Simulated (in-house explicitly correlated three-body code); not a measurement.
# Two electrons around a charge of +4.4: exact states and exact Kohn–Sham parts

One table from this session's results is given with a row withheld; the runs are named, their logs left out.

Method: two electrons, non-relativistic, variational in exponentially correlated functions. Code: in-house explicitly correlated three-body code version 1.

### The atom as given

- charge of the centre: +4.4
- mass of the centre: infinite
- interactions: Coulomb
- basis: 260 functions exp(−a r1 − b r2 − g r12) a state, exponent ranges optimised
- units: hartree and bohr; relativity and QED are left out

The first run:

Settings:

```ini
Z = 4.4
interaction_strength = 1.0
functions = 260
states_tried = 13
```

Command:

```bash
> python run_hyl.py task.json out
```

Steps of the session up to this table: The variational calculation.

One table of the session follows, with a row left open; its other results are not shown here.

It belongs to the step «Levels». 

| state | binding (eV) | excitation (eV) | ⟨r12⟩ (bohr) |
| --- | --- | --- | --- |
| 1 ¹S | 192.813 | 0 | 0.5559 |
| 2 ³S | 44.6767 | 148.136 | 1.621 |
| 2 ¹S | 41.1535 | 151.660 | 1.730 |
| 2 ³P | 40.9305 | 151.883 | 1.472 |
| 2 ¹P | 38.8429 | 153.970 | 1.524 |
| 3 ³S | 18.9414 | 173.872 | 3.694 |
| 3 ¹S | 18.0099 | 174.803 | 3.872 |
| 3 ³P | 17.9443 | 174.869 | 3.600 |
| 3 ¹P | 17.3430 | 175.470 | 3.722 |
| 4 ³S | 10.4302 | 182.383 | 6.671 |
| 4 ¹S | 10.0542 | 182.759 | 6.912 |
| 4 ³P | ? | ? | ? |
| 4 ¹P | 9.77578 | 183.037 | 6.812 |

Estimate the missing values for 4 ³P.

As computed: binding (eV): 10.0260; excitation (eV): 182.787; ⟨r12⟩ (bohr): 6.641. In the column «binding (eV)» it lies between 4 ¹P (9.77578) and 4 ¹S (10.0542).
